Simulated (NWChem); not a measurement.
**C2H5AlN2 (SMILES C#[C][Al]([NH2])[NH2]) at 3 levels**

We compute a comparison of 3 runs (HF/STO-3G, HF/3-21G, B3LYP/6-31G*) of C2H5AlN2. 

Program for the calculation: NWChem 7.3.0.

46 further runs of the same task are left out: 46 set aside as unsound or not needed.

**1. The system as given**

C2H5AlN2 has 10 atoms, charge 0, and is taken as a singlet. SMILES: `C#[C][Al]([NH2])[NH2]`. The N4–H7 distance was set to 2.213 Å, away from the relaxed value. At this shape a bond of the SMILES string is far longer than usual.

Bond lengths: C1–C2 1.210 Å, C2–Al3 1.908 Å, Al3–N4 1.763 Å, Al3–N5 1.763 Å, C1–H6 1.067 Å, N4–H8 1.006 Å, N5–H9 1.006 Å, N5–H10 1.006 Å. Angles: C1–C2–Al3 180.0°, C2–Al3–N4 118.9°, C2–Al3–N5 118.9°, N4–Al3–N5 122.2°, C2–C1–H6 180.0°, Al3–N4–H8 123.3°, Al3–N5–H9 123.3°, Al3–N5–H10 126.4°, H9–N5–H10 110.4°.

**2. The energy at HF/STO-3G (run 1)**

File c2h5aln2.xyz:

```xyz
10
C2H5AlN2
C     -3.303851     1.880734     1.255976
C     -2.281651     1.353234     0.880476
Al    -0.670051     0.521634     0.288476
N     -0.688151    -1.201466    -0.084324
N      0.786649     1.502534     0.132776
H     -4.204851     2.345634     1.586876
H      1.027400    -2.410800    -0.785900
H     -1.510551    -1.775566    -0.001024
H      0.814249     2.486734     0.341376
H      1.691949     1.183034    -0.167624
```

File c2h5aln2.nw:

```
start c2h5aln2
title "C2H5AlN2"
memory 2200 mb
charge 0

geometry units angstrom noautosym nocenter noautoz
 load c2h5aln2.xyz
end

basis spherical bse
 C library STO-3G
 Al library STO-3G
 N library STO-3G
 H library STO-3G
end

scf
 thresh 1e-08
 maxiter 80
 print low
end

task scf energy
```

The run is started by

```sh
nwchem c2h5aln2.nw > c2h5aln2.out
```

Standard output:

```text
[...]
  functions       =    34
[...]
  wavefunction    = RHF
[...]
         Total SCF energy =   -423.891155128438
      One-electron energy =   -945.460563666640
      Two-electron energy =    341.926192055655
 Nuclear repulsion energy =    179.643216482547
        Time for solution =      3.1s
 Task  times  cpu:        3.3s     wall:        3.3s
[...]
```

Run time: 3.9 s. Hardware: 1 thread of Intel Xeon Platinum 8488C (Sapphire Rapids), shared host; peak memory 0.098 GiB.

**3. A single-point energy at HF/3-21G (run 2)**

File run.py:

```python
from ase import Atoms
from ase.calculators.nwchem import NWChem

mol = Atoms(['C', 'C', 'Al', 'N', 'N', 'H', 'H', 'H', 'H', 'H'], positions=[
    [-3.303851, 1.880734, 1.255976],
    [-2.281651, 1.353234, 0.880476],
    [-0.670051, 0.521634, 0.288476],
    [-0.688151, -1.201466, -0.084324],
    [0.786649, 1.502534, 0.132776],
    [-4.204851, 2.345634, 1.586876],
    [1.027400, -2.410800, -0.785900],
    [-1.510551, -1.775566, -0.001024],
    [0.814249, 2.486734, 0.341376],
    [1.691949, 1.183034, -0.167624],
])

calc = NWChem(
    label='c2h5aln2',
    theory='scf',
    memory='2200 mb',
    basis='3-21G',
    basispar='spherical bse',
    scf={'nopen': '0', 'rhf': None, 'thresh': '1e-08', 'maxiter': '80'},
    task='energy',
)
mol.calc = calc

e = mol.get_potential_energy()
print(f"E = {e:.6f} eV")
print("dipole (e A):", mol.get_dipole_moment().round(4))
```

The run is started by

```sh
export ASE_NWCHEM_COMMAND="nwchem PREFIX.nwi > PREFIX.nwo"
python run.py
```

Standard output:

```text
E = -11616.717426 eV
dipole (e A): [-0.0632  0.0577  0.0286]
```

The calculator wrote c2h5aln2.nwi:

```
title "c2h5aln2"

permanent_dir c2h5aln2

scratch_dir c2h5aln2

start c2h5aln2

geometry units angstrom nocenter noautosym noautoz
  C  -3.3038509999999999e+00 1.8807339999999999e+00 1.2559760000000000e+00
  C  -2.2816510000000001e+00 1.3532340000000000e+00 8.8047600000000004e-01
  Al -6.7005099999999995e-01 5.2163400000000004e-01 2.8847600000000001e-01
  N  -6.8815099999999996e-01 -1.2014659999999999e+00 -8.4323999999999996e-02
  N  7.8664900000000004e-01 1.5025340000000000e+00 1.3277600000000001e-01
  H  -4.2048509999999997e+00 2.3456340000000000e+00 1.5868760000000000e+00
  H  1.0274000000000001e+00 -2.4108000000000001e+00 -7.8590000000000004e-01
  H  -1.5105510000000000e+00 -1.7755660000000000e+00 -1.0240000000000000e-03
  H  8.1424900000000000e-01 2.4867340000000002e+00 3.4137600000000001e-01
  H  1.6919489999999999e+00 1.1830339999999999e+00 -1.6762400000000000e-01
end

memory 2200 mb

basis spherical bse noprint
   * library 3-21G
end

scf
  nopen 0
  rhf
  thresh 1e-08
  maxiter 80
end

task scf energy
```

c2h5aln2.nwo:

```text
Northwest Computational Chemistry Package (NWChem) 7.3.0
             --------------------------------------------------------

           Job information
           ---------------

    nwchem branch   = 7.3.0
    use scalapack   = T
    input           = c2h5aln2.nwi
    prefix          = c2h5aln2.
    data base       = c2h5aln2/c2h5aln2.db
    status          = startup
    nproc           =        1

           Memory information
           ------------------

    heap     =     72089600 doubles =      550.0 Mbytes
    stack    =     72089597 doubles =      550.0 Mbytes
    global   =    144179200 doubles =     1100.0 Mbytes (distinct from heap & stack)
    total    =    288358397 doubles =     2200.0 Mbytes
    verify   = yes
    hardfail = no

[... 133 lines left out ...]
 Convergence threshold     :          1.000E-08
[... 14 lines left out ...]
       Final RHF  results
[... 3 lines left out ...]
      One-electron energy =   -945.417709772626
[... 1 line left out ...]
 Nuclear repulsion energy =    179.643216482546
[... 40 lines left out ...]
                       ROHF Final Molecular Orbital Analysis
[... 226 lines left out ...]
  Mulliken analysis of the total density
  --------------------------------------

    Atom       Charge   Shell Charges
 -----------   ------   -------------------------------------------------------
    1 C    6     6.45   1.99  0.43  1.54  0.79  1.71
    2 C    6     6.49   1.99  0.40  1.50  0.77  1.84
    3 Al  13    11.45   2.00  1.98  5.88  0.44  0.79  0.07  0.28
[... 6 lines of this table left out ...]
   10 H    1     0.67   0.44  0.23

       Multipole analysis of the density wrt the origin
       ------------------------------------------------

     L   x y z        total         open         nuclear
     -   - - -        -----         ----         -------
     0   0 0 0     -0.000000      0.000000     44.000000

     1   1 0 0     -0.119398      0.000000    -82.611248
[... 8 lines of this table left out ...]
     2   0 0 2    -27.714635      0.000000     66.606606

 Task  times  cpu:        3.9s     wall:        3.9s
 Total times  cpu:        3.9s     wall:        3.9s
```

Wall time 5.1 s (1 thread of Intel Xeon Platinum 8488C (Sapphire Rapids), shared host); peak memory 0.098 GiB.

**4. The energy at B3LYP/6-31G(d) (Cartesian functions) (run 3)**

c2h5aln2.xyz is that of step 2.

File run.py:

```python
from ase.io import read
from ase.calculators.nwchem import NWChem

molecule = read('c2h5aln2.xyz')

calc = NWChem(
    label='c2h5aln2',
    theory='dft',
    memory='2200 mb',
    basis='6-31G*',
    dft={'xc': 'b3lyp', 'mult': '1', 'grid': 'xfine', 'convergence': 'energy 1e-08', 'iterations': '100', 'mulliken': None},
    task='energy',
)
molecule.calc = calc

e = molecule.get_potential_energy()
print(f"E = {e:.6f} eV")
print("dipole (e A):", molecule.get_dipole_moment().round(4))
```

The run is started by

```sh
export ASE_NWCHEM_COMMAND="nwchem PREFIX.nwi > PREFIX.nwo"
python run.py
```

Standard output:

```text
E = -11727.383726 eV
dipole (e A): [ 0.048   0.0135 -0.0094]
```

The calculator wrote c2h5aln2.nwi:

```
title "c2h5aln2"

permanent_dir c2h5aln2

scratch_dir c2h5aln2

start c2h5aln2

geometry units angstrom nocenter noautosym noautoz
  C  -3.3038509999999999e+00 1.8807339999999999e+00 1.2559760000000000e+00
  C  -2.2816510000000001e+00 1.3532340000000000e+00 8.8047600000000004e-01
  Al -6.7005099999999995e-01 5.2163400000000004e-01 2.8847600000000001e-01
  N  -6.8815099999999996e-01 -1.2014659999999999e+00 -8.4323999999999996e-02
  N  7.8664900000000004e-01 1.5025340000000000e+00 1.3277600000000001e-01
  H  -4.2048509999999997e+00 2.3456340000000000e+00 1.5868760000000000e+00
  H  1.0274000000000001e+00 -2.4108000000000001e+00 -7.8590000000000004e-01
  H  -1.5105510000000000e+00 -1.7755660000000000e+00 -1.0240000000000000e-03
  H  8.1424900000000000e-01 2.4867340000000002e+00 3.4137600000000001e-01
  H  1.6919489999999999e+00 1.1830339999999999e+00 -1.6762400000000000e-01
end

memory 2200 mb

basis noprint
   * library 6-31G*
end

dft
  xc b3lyp
  mult 1
  grid xfine
  convergence energy 1e-08
  iterations 100
  mulliken
end

task dft energy
```

c2h5aln2.nwo:

```text
Northwest Computational Chemistry Package (NWChem) 7.3.0
             --------------------------------------------------------

           Job information
           ---------------

    nwchem branch   = 7.3.0
    use scalapack   = T
    input           = c2h5aln2.nwi
    prefix          = c2h5aln2.
    data base       = c2h5aln2/c2h5aln2.db
    status          = startup
    nproc           =        1

           Memory information
           ------------------

    heap     =     72089600 doubles =      550.0 Mbytes
    stack    =     72089597 doubles =      550.0 Mbytes
    global   =    144179200 doubles =     1100.0 Mbytes (distinct from heap & stack)
    total    =    288358397 doubles =     2200.0 Mbytes
    verify   = yes
    hardfail = no

[... 102 lines left out ...]
  convergence criterion.
[... 18 lines left out ...]
          Convergence on density requested:  1.00D-05
[... 26 lines left out ...]
          Convergence Information
[... 58 lines left out ...]
   convergence    iter        energy       DeltaE   RMS-Dens  Diis-err    time
[... 15 lines left out ...]
           Coulomb energy =      383.459861240518
[... 7 lines left out ...]
                       DFT Final Molecular Orbital Analysis
[... 649 lines left out ...]
 center of mass
 --------------
 x =  -1.93240733 y =   1.32556464 z =   0.78895070

 moments of inertia (a.u.)
 ------------------
         442.639938403075         136.843117643959         173.238570500731
         136.843117643959         632.870019675495        -116.512692910583
         173.238570500731        -116.512692910583         936.349498036765

     Multipole analysis of the density
     ---------------------------------

     L   x y z        total         alpha         beta         nuclear
     -   - - -        -----         -----         ----         -------
     0   0 0 0     -0.000000    -22.000000    -22.000000     44.000000

     1   1 0 0      0.090649     41.350949     41.350949    -82.611248
[... 8 lines of this table left out ...]
     2   0 0 2    -27.872411    -47.239509    -47.239509     66.606606

 Task  times  cpu:      113.6s     wall:      113.6s
 Total times  cpu:      113.7s     wall:      113.7s
```

Wall time 1.9 min (1 thread of Intel Xeon Platinum 8488C (Sapphire Rapids), shared host); peak memory 0.14 GiB.

**5. The series**

| run | level | Cartesian functions | iteration cap | energy (Eh) | wall time |
| --- | --- | --- | --- | --- | --- |
| 1 | HF/STO-3G | no | 80 | -423.891155 | 3.9 s |
| 2 | HF/3-21G | no | 80 | -426.906495 | 5.1 s |
| 3 | B3LYP/6-31G* (Cartesian functions) | yes | 100 | -430.973406 | 1.9 min |

**6. Summary of results**

| quantity | value |
| --- | --- |
| run 3: total energy | -430.97341 Eh |
| run 3: dipole moment | 0.24 D |
| run 3: HOMO energy | -6.32 eV |
| run 3: LUMO energy | -4.24 eV |
| run 3: HOMO–LUMO gap | 2.08 eV |

In words: In run 1 the basis is minimal, so the values are rough. In all runs a closed-shell determinant meets a far-stretched bond; if it breaks into open shells, such a determinant describes it badly, and no broken-symmetry solution was shown. All runs together took 2.1 min, the longest 1.9 min.
